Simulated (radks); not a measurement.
# Numerical settings for Cs²⁷⁺

Aim: see which numerical settings matter for the caesium ion Cs27+. Each run changes a setting or two against a run with the defaults. The defaults are a mesh step of 0.008 in ln r, a mesh end at 40 bohr or more, Anderson mixing 0.5 over 9 steps and a tight residual threshold, with the energy settled to 1e-9 hartree as well; every run has a cap on iterations.

The numbers are computed with radks (a radial shooting solver on a logarithmic mesh, Libxc functionals) version 1 (Dirac Kohn-Sham, PBEsol, spin-unpolarised, spherical densities, finite nucleus), except any that are marked as measured or tabulated.

**1. The system**

```
element            : caesium (Z = 55)
charge             : +27
electrons          : 28
configuration      : [Ar] 3d10
nuclear rms radius : 4.8041 fm
```

The outer shells:

Cs²⁷⁺
```
[Ar] core
3d [↑↓][↑↓][↑↓][↑↓][↑↓]
```

**2. Default settings**

Settings of this run:

```text
Z 55
configuration [Ar] 3d10
relativity Dirac
functional pbe_sol,pbe_sol
spin unpolarised
j_filling average
nucleus finite rms 4.8041 fm
c 137.035999084
max_iterations 51
```

Run with:

```sh
> python run_ks.py task.json out
```

This one command runs every case of the session in turn.

**3. Mesh step in ln r 0.02**

Input: that of step 2 with these lines changed.

```diff
@@ -8,2 +8,3 @@
 c 137.035999084
+mesh_step 0.02
 max_iterations 51
```

**4. Mesh step in ln r 0.012**

Input: that of step 3 with these lines changed.

```diff
@@ -8,3 +8,3 @@
 c 137.035999084
-mesh_step 0.02
+mesh_step 0.012
 max_iterations 51
```

**5. Mesh step in ln r 0.08**

Input: that of step 4 with these lines changed.

```diff
@@ -8,3 +8,3 @@
 c 137.035999084
-mesh_step 0.012
+mesh_step 0.08
 max_iterations 51
```

**6. Mesh end (bohr) 5**

Input: that of step 5 with these lines changed.

```diff
@@ -8,3 +8,3 @@
 c 137.035999084
-mesh_step 0.08
+mesh_end 5
 max_iterations 51
```

**7. Mesh end (bohr) 12**

Input: that of step 6 with these lines changed.

```diff
@@ -8,3 +8,3 @@
 c 137.035999084
-mesh_end 5
+mesh_end 12
 max_iterations 51
```

**8. Residual threshold 0.01**

Input: that of step 7 with these lines changed.

```diff
@@ -8,3 +8,3 @@
 c 137.035999084
-mesh_end 12
+threshold 0.01
 max_iterations 51
```

**9. Residual threshold 0.001**

Input: that of step 8 with these lines changed.

```diff
@@ -8,3 +8,3 @@
 c 137.035999084
-threshold 0.01
+threshold 0.001
 max_iterations 51
```

**10. Mixing 0.2**

Input: that of step 9 with these lines changed.

```diff
@@ -8,3 +8,3 @@
 c 137.035999084
-threshold 0.001
+mixing 0.2
 max_iterations 51
```

**11. Mixing history 1, mixing 0.05**

Input: that of step 10 with these lines changed.

```diff
@@ -8,3 +8,4 @@
 c 137.035999084
-mixing 0.2
+history 1
+mixing 0.05
 max_iterations 51
```

**12. Mixing history 1, mixing 1**

Input: that of step 11 with these lines changed.

```diff
@@ -9,3 +9,3 @@
 history 1
-mixing 0.05
+mixing 1
 max_iterations 51
```

**13. Mixing history 3**

Input: that of step 12 with these lines changed.

```diff
@@ -8,4 +8,3 @@
 c 137.035999084
-history 1
-mixing 1
+history 3
 max_iterations 51
```

**14. Iteration cap 5**

Input: that of step 13 with these lines changed.

```diff
@@ -8,3 +8,2 @@
 c 137.035999084
-history 3
-max_iterations 51
+max_iterations 5
```

Before running it: what results should come out? Wanted: for each run, setting; iterations; converged; change of E.

**Answer**, as computed:

```
                      setting  mesh points  iterations  converged  change of E (mhartree)    time
             Default settings         2189          14        yes                       0  0.08 s
       mesh step in ln r 0.02          876          14        yes              +0.0001436  0.04 s
      mesh step in ln r 0.012         1459          14        yes                       0  0.06 s
       mesh step in ln r 0.08          219           2         no                       -  0.01 s
            mesh end (bohr) 5         1929          14        yes                       0  0.08 s
           mesh end (bohr) 12         2038          14        yes                       0  0.08 s
      residual threshold 0.01         2189           8        yes                       0  0.06 s
     residual threshold 0.001         2189           8        yes                       0  0.06 s
                   mixing 0.2         2189          15        yes                       0  0.08 s
mixing history 1, mixing 0.05         2189          51         no                       -  0.25 s
   mixing history 1, mixing 1         2189          22        yes                       0   0.1 s
             mixing history 3         2189          15        yes                       0  0.08 s
              iteration cap 5         2189           5         no                       -  0.03 s
```

**Reading.** A zero stands for a change under the printed digits. No run that converges misses the default energy by more than 1 mhartree. Not converged or rejected: mesh step in ln r 0.08; mixing history 1, mixing 0.05; iteration cap 5.
